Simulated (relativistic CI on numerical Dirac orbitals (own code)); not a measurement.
# Cs XXXI (Cs³⁰⁺): levels and lines

Aim: the low levels of Cs³⁰⁺, their labels and the strongest lines; further runs change one setting each.

The numbers are computed with relativistic CI on numerical Dirac orbitals (own code) version 2 (Dirac-Coulomb-Breit CI, KLI orbitals optimised for each configuration, model QED (radiative potential, 1s self-energy scaled to tabulated hydrogen-like ionisation energies)), except any that are marked as measured or tabulated.

### 1 The atom as given

| Item | Value |
| --- | --- |
| ion | Cs³⁰⁺ (Cs XXXI) |
| nuclear charge | 55 |
| electrons | 25 |
| isotope | A = 133 |
| first configuration typed | [Ar] 3d7 |

Outer shells as boxes (Hund's rule):

first configuration typed
```
[Ar] core
3d [↑↓][↑↓][↑ ][↑ ][↑ ]
```

### 2 Base run

The run's settings:

```ini
atom Cs  Z=55  charge=30  electrons=25
nucleus A=133  rms_radius_fm=4.8041
hamiltonian dirac-coulomb  breit=on  qed=on  c_scale=1
orbitals kli  potential=per-configuration
slater_scale 1
correlation none
mixing on
configurations
  [Ar] 3d7
  [Ne] 3s2 3p5 3d8
  [Ne] 3s2 3p4 3d9
  [Ne] 3s 3p6 3d8
  [Ne] 3p6 3d9
  [Ne] 3s 3p5 3d9
  [Ar] 3d6 4s
  [Ar] 3d6 4p
  [Ar] 3d6 4d
  [Ne] 3s2 3p4 3d8 4s
  [Ne] 3s2 3p4 3d8 4p
  [Ne] 3s2 3p5 3d7 4s
  [Ar] 3d6 4f
  [Ne] 3s2 3p5 3d7 4p
  [Ar] 3d5 4s2
  [Ne] 3s 3p6 3d7 4s
end
```

### 3 Correlation estimate p86

Settings: those of step 2 with these lines changed.

```diff
@@ -5,3 +5,3 @@
 slater_scale 1
-correlation none
+correlation p86
 mixing on
```

### 4 Without configuration mixing

Settings: those of step 3 with these lines changed.

```diff
@@ -5,4 +5,4 @@
 slater_scale 1
-correlation p86
-mixing on
+correlation none
+mixing off
 configurations
```

### 5 Non-relativistic limit (c × 1000)

Settings: those of step 4 with these lines changed.

```diff
@@ -2,3 +2,3 @@
 nucleus A=133  rms_radius_fm=4.8041
-hamiltonian dirac-coulomb  breit=on  qed=on  c_scale=1
+hamiltonian dirac-coulomb  breit=off  qed=off  c_scale=1000
 orbitals kli  potential=per-configuration
@@ -6,3 +6,3 @@
 correlation none
-mixing off
+mixing on
 configurations
```

(Steps that only read results are left out.)

What does the calculation give? Wanted: lowest level; first excitation; lowest level of the other parity; fastest E1 line; ionisation energy.

As calculated:

| run | time | mean size of shift, levels followed (cm⁻¹) | lowest level | ionisation energy (eV) |
| --- | --- | --- | --- | --- |
| main run | 1.7 s | 0 | 3d7 4F9/2 | 1848.0 |
| correlation estimate p86 | 1.7 s | 2.9 | 3d7 4F9/2 | 1850.0 |
| without configuration mixing | 1.7 s | 3782 | 3d7 4F9/2 | - |
| non-relativistic limit (c × 1000) | 1.3 s | 103459 | 3d7 4F9/2 | - |

The tabulated theoretical ionisation energy (NIST) is 1848 eV.

```
                                                                         quantity                               value
                                                                     lowest level                           3d7 4F9/2
                                                                 first excitation     3d7 [3d5/2^3] J=3/2, 66270 cm⁻¹
                                                 lowest level of the other parity          3p5 3d8 4G°11/2, 237.39 eV
                                                              levels in the model                                2750
fastest E1 line (by rate) to the lowest level among the lowest 200 of 2750 levels  4.684 nm, from 3p5 3d8 4D°7/2 (ii)
                                                                ionisation energy                           1848.0 eV
                                  ionisation energy, tabulated theoretical (NIST)                             1848 eV
```

The lowest level is 3d7 4F9/2, 75 % pure in LS and 92 % in jj coupling; over the low levels the means are 60 and 91 %, so jj coupling describes them better. The ionisation energy agrees with the tabulated theoretical value within its uncertainty of 4 eV. Of the changes tried, the run «non-relativistic limit (c × 1000)» moves the low levels most, by 103459 cm⁻¹ on average. Lifetimes count radiative decay inside the model alone.
